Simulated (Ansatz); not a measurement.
The system is SiF.

```
Si F
1.0
     3.02860    0.00000    0.00000
     0.00000    3.02860    0.00000
     0.00000    0.00000    3.02860
Si F
1 1
Direct
  0.50000 0.50000 0.50000
  0.00000 0.00000 0.00000
```

The cell was built by a generator and needn't be a form met in nature.

| Quantity | Value |
| --- | --- |
| Program | Ansatz 0.2.0 |
| Task | relaxation of cell and atoms |
| Functional | RPBE |
| Potentials or basis | Ansatz PAW |
| Cutoff | 420 eV (not typed: the program's choice for these potentials) |
| k mesh | 9 × 9 × 9 |
| Occupations | fermi-dirac, width 0.05 eV |
| Spin | no spin polarisation |

At the start: volume 13.89 Å³/atom.

**Question.** How do energy, volume and symmetry change on relaxing?

**Answer.** It ends after 6 steps and the volume is 14.40 Å³/atom (+3.7 %); space group Pm-3m (No. 221, to 0.05 Å).

Step by step:
```
step  energy change (eV)  largest force (eV/Å)  volume (Å³)
   1              0.0000                0.0000        27.78
   2             -0.0043                0.0000        28.92
   3             -0.0050                0.0000        28.73
   4             -0.0080                0.0000        28.73
   5             -0.0078                0.0000        28.80
   6             -0.0080                0.0000        28.80
```

Final structure:
```xyz
2
Lattice="3.0654 0.0000 0.0000 0.0000 3.0654 0.0000 0.0000 0.0000 3.0654" Properties=species:S:1:pos:R:3 pbc="T T T"
Si    1.5327    1.5327    1.5327
F     0.0000    0.0000    0.0000
```

Caveat: the plane-wave basis is chosen anew once the cell has moved, so the energies of steps on either side of that aren't comparable; the pressure holds a Pulay correction of +0.4 GPa for the finite cutoff; an odd number of electrons without spin polarisation forces a metal; a magnetic or distorted state may lie lower; the PAW data sets come from PBE, with cores solved anew for the run's functional, which leaves a small shift of forces and pressure.
